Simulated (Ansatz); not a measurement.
Which YAML input does this script hand to the engine? (the Ansatz DFT code, driven from Python)

The script, `run_cas.py`:
```python
"""Active-space calculation on CH2SSe."""

import ansatz as az

GEOMETRY = """
S    -1.11050   -1.24070   -0.52060
C    -0.42170   -0.31610    0.31860
Se    0.18710    1.36560   -0.37270
H    -0.14560   -0.58170    1.34470
H     1.54070    0.69920   -0.81140
"""


def main() -> None:
    ch2sse = az.Crystal.molecule()
    for line in GEOMETRY.strip().splitlines():
        symbol, *xyz = line.split()
        ch2sse = ch2sse.atom(symbol, [float(v) for v in xyz])

    setup = ch2sse.calculation()
    setup = setup.basis(gaussian="def2-SVP")
    setup = setup.correlation(active_electrons=6, active_orbitals=6)
    for method in ["sc_nevpt2"]:
        r = (setup if method is None else setup.correlation(method)).run(threads=1, pin="off").report
        space = r["configurations"]
        state = space["states"][0]
        print(method or "casscf", f"total {r['free_energy_ev'] / 27.211386246:.6f} Ha, active-space state {state['energy']['hartree']:.6f} Ha, mean field {r['reference_energy_ev'] / 27.211386246:.6f} Ha")
        print("  determinants", state["n_determinants"], " natural occupations", [round(n, 3) for n in space["natural_occupations"]])


if __name__ == "__main__":
    main()
```

`python run_cas.py` gives:
```text
sc_nevpt2 total -2836.352219 Ha, active-space state -2835.923555 Ha, mean field -2835.860105 Ha
  determinants 400  natural occupations [1.971, 1.961, 1.936, 0.066, 0.037, 0.029]
```

`input.yaml`:
```yaml
crystal:
  periodic: [false, false, false]
  atoms:
    - { symbol: S, position_ang: [-1.1105, -1.2407, -0.5206] }
    - { symbol: C, position_ang: [-0.4217, -0.3161, 0.3186] }
    - { symbol: Se, position_ang: [0.1871, 1.3656, -0.3727] }
    - { symbol: H, position_ang: [-0.1456, -0.5817, 1.3447] }
    - { symbol: H, position_ang: [1.5407, 0.6992, -0.8114] }
basis:
  gaussian:
    orbitals: def2-SVP
correlation:
  method: sc_nevpt2
  active_space:
    window:
      electrons: 6
      orbitals: 6
```

Total energies depend on the basis set; only differences at equal settings carry meaning. The geometry is a force-field or estimated start, not a minimum of this method, and the basis set is short of its limit. The active space starts as a window about the frontier orbitals and is then optimised, not chosen by chemistry. Wall time of the script: 5.5 s on 1 thread of Intel(R) Xeon(R) Platinum 8375C CPU @ 2.90GHz (Ice Lake), with other jobs on the host, peak memory 0.24 GiB.

(Lines on the test bed's own set-up are left out of the output.)
